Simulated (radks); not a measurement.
**Tl²⁺ in [Xe] 4f14 5d10 7s1: an all-electron calculation**

What are the levels of the thallium ion Tl2+, how large are its shells, and how does its energy divide?

The numbers are computed with radks (a radial shooting solver on a logarithmic mesh, Libxc functionals) version 1 (scalar-relativistic Kohn-Sham, r2SCAN, spin-polarised, spherical densities, finite nucleus; open shells are filled with parallel spins first), except any that are marked as measured or tabulated.

## 1. The atom as given

```
element            : thallium (Z = 81)
charge             : +2
electrons          : 79
configuration      : [Xe] 4f14 5d10 7s1
nuclear rms radius : 5.4759 fm
```

Outer shells as boxes (Hund's rule):

Tl²⁺
```
[Xe] core
4f [↑↓][↑↓][↑↓][↑↓][↑↓][↑↓][↑↓]
5d [↑↓][↑↓][↑↓][↑↓][↑↓]
7s [↑ ]
```

## 2. The calculation

The run's settings:

```text
Z 81
configuration [Xe] 4f14 5d10 7s1 6s0 6p0
relativity scalar-relativistic
functional r2scan,r2scan
spin polarised
nucleus finite rms 5.4759 fm
c 137.035999084
```

**Question.** What will this run give?

The runs gave:

| quantity | value |
| --- | --- |
| total energy | -20241.4829 hartree |
| exchange-correlation share of it | 1.87 % |
| −T/E | 1.1257 |
| highest occupied level | 7s up, -11.330 eV |
| most extended occupied level | 7s up, <r> = 4.89 bohr |
| radius at density 0.001 e/bohr³ | 4.94 bohr |
| maxima of the radial density | 5 |

What this shows: 6 principal shells are occupied and 5 maxima appear in the radial density; where shells overlap, one shows as a shoulder or not at all. −T/E is 1.126: with relativity the kinetic term as defined here no longer equals −E. This is not the tabulated ground configuration, so its levels and sizes aren't those of the ground state, and no measured value stands beside it.
